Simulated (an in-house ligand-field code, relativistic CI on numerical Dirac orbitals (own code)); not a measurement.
**d1 to d5 in a ligand field: terms by electron count**

Which terms of d1 to d5 lie lowest for given Racah parameters and ligand field?

Method: parametric ligand-field model of a d^n configuration (Racah B and C, spin-orbit zeta, crystal field), exact diagonalisation. Code: an in-house ligand-field code version 1.

## (1) Starting point

| Item | Value |
| --- | --- |
| shell | d1 to d5 |
| set 1 (cm⁻¹) | d1: B = 840, C = 3570, Td, 10Dq = -8500 |
| set 2 (cm⁻¹) | d2: B = 840, C = 3570, Td, 10Dq = -8500 |
| set 3 (cm⁻¹) | d3: B = 840, C = 3570, Td, 10Dq = -8500 |
| set 4 (cm⁻¹) | d4: B = 840, C = 3570, Td, 10Dq = -8500 |
| set 5 (cm⁻¹) | d5: B = 840, C = 3570, Td, 10Dq = -8500 |

## (2) Set 1

Settings, as recorded:

```ini
n = 1
racah_B = 840  # cm-1
racah_C = 3570  # cm-1
zeta = 0  # cm-1
symmetry = Td
field = {"10Dq": -8500}  # cm-1
```

Started as:

```console
> python run_levels.py task.json out
```

task.json lists these runs, among others, and the program works through them in turn.

## (3) Set 2

The settings differ from step 2 so:

```diff
@@ -1,2 +1,2 @@
-n = 1
+n = 2
 racah_B = 840  # cm-1
```

## (4) Set 3

The settings differ from step 3 so:

```diff
@@ -1,2 +1,2 @@
-n = 2
+n = 3
 racah_B = 840  # cm-1
```

## (5) Set 4

The settings differ from step 4 so:

```diff
@@ -1,2 +1,2 @@
-n = 3
+n = 4
 racah_B = 840  # cm-1
```

## (6) Set 5

The settings differ from step 5 so:

```diff
@@ -1,2 +1,2 @@
-n = 4
+n = 5
 racah_B = 840  # cm-1
```

(Steps that only read results are left out.)

What does the calculation give? Wanted: lowest terms; sets at their largest spin, of those that allow S over 1.

The runs gave:

| set | 10Dq/B (size) | lowest | S | electrons in z² and x²-y² | first level of the same spin (cm⁻¹) |
| --- | --- | --- | --- | --- | --- |
| 1: Td, d1 | 10.1 | 2E | 0.50 | 1.00 | 2T2 8500 |
| 2: Td, d2 | 10.1 | 3A2 | 1.00 | 2.00 | 3T2 8500 |
| 3: Td, d3 | 10.1 | 4T1 | 1.50 | 1.92 | 4T2 7431 |
| 4: Td, d4 | 10.1 | 5T2 | 2.00 | 2.00 | 5E 8500 |
| 5: Td, d5 | 10.1 | 6A1 | 2.50 | 2.00 | - |

| quantity | value |
| --- | --- |
| lowest terms | 1: 2E, 2: 3A2, 3: 4T1, 4: 5T2, 5: 6A1 |
| sets at their largest spin, of those that allow S over 1 | 3, 4, 5 |

**Reading.** 5 of 5 sets have the highest spin that their shell allows. A negative 10Dq stands for a tetrahedral field. B, C and the field are free parameters here, not those of a compound.
